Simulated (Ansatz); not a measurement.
# BrHSSi: small, medium and large basis sets

An exercise on one series of results from a longer session: the logs are not shown, and one member is left open.

Method: one geometry, several basis sets; program: Ansatz 0.2.0, Gaussian basis.

The runs, in order: PBE0-D4/def2-SVP; ωB97M-V/def2-SVP; PBE0-D4/def2-QZVPP; ωB97M-V/def2-QZVPP; the functionals' def2-TZVPP values are taken from earlier runs.

### The relaxed structure

The geometry comes from an earlier relaxation with PBE0-D4 in a triple-zeta def2 set; it is a stationary point.

SMILES `S[Si]Br`, 4 atoms, charge 0, spin multiplicity 1.

Atoms are counted from 1 here; the program's logs count them from 0.

Bond lengths: S1–Si2 2.132 Å, S1–H4 1.347 Å, Si2–Br3 2.258 Å. Angles: Si2–S1–H4 93.1°, S1–Si2–Br3 97.0°.

Set-up of the first run:

in.yaml reads:

```yaml
crystal:
  periodic: [false, false, false]
  atoms:
    - {symbol: S, position_ang: [-0.100118, 0.958925, -0.584678]}
    - {symbol: Si, position_ang: [-0.298762, -0.908871, 0.423813]}
    - {symbol: Br, position_ang: [1.856498, -1.105416, 1.067320]}
    - {symbol: H, position_ang: [-1.402118, 0.995063, -0.926655]}
basis:
  gaussian: {orbitals: def2-SVP}
hamiltonian: {xc: pbe0, dispersion: d4}
output: {orbitals: {seedname: orbitals}}
```

Among the steps run: PBE0-D4 in def2-SVP; ωB97M-V in def2-SVP; PBE0-D4 in def2-QZVPP; ωB97M-V in def2-QZVPP.

One table of the session follows, with a row left open; its other results are not shown here.

It belongs to the step «Functionals by basis». 

| functional | basis | HOMO (eV) | LUMO (eV) |
| --- | --- | --- | --- |
| PBE0-D4 | def2-SVP | -7.15 | -2.56 |
| PBE0-D4 | def2-TZVPP | -7.20 | -2.60 |
| PBE0-D4 | def2-QZVPP | -7.22 | -2.63 |
| ωB97M-V | def2-SVP | ? | ? |
| ωB97M-V | def2-TZVPP | -9.21 | -0.64 |
| ωB97M-V | def2-QZVPP | -9.24 | -0.70 |

Estimate the missing values for ωB97M-V, def2-SVP.

**Answer.** HOMO (eV): -9.12; LUMO (eV): -0.54. In the column «HOMO (eV)» it lies between ωB97M-V, def2-TZVPP (-9.21) and PBE0-D4, def2-QZVPP (-7.22).
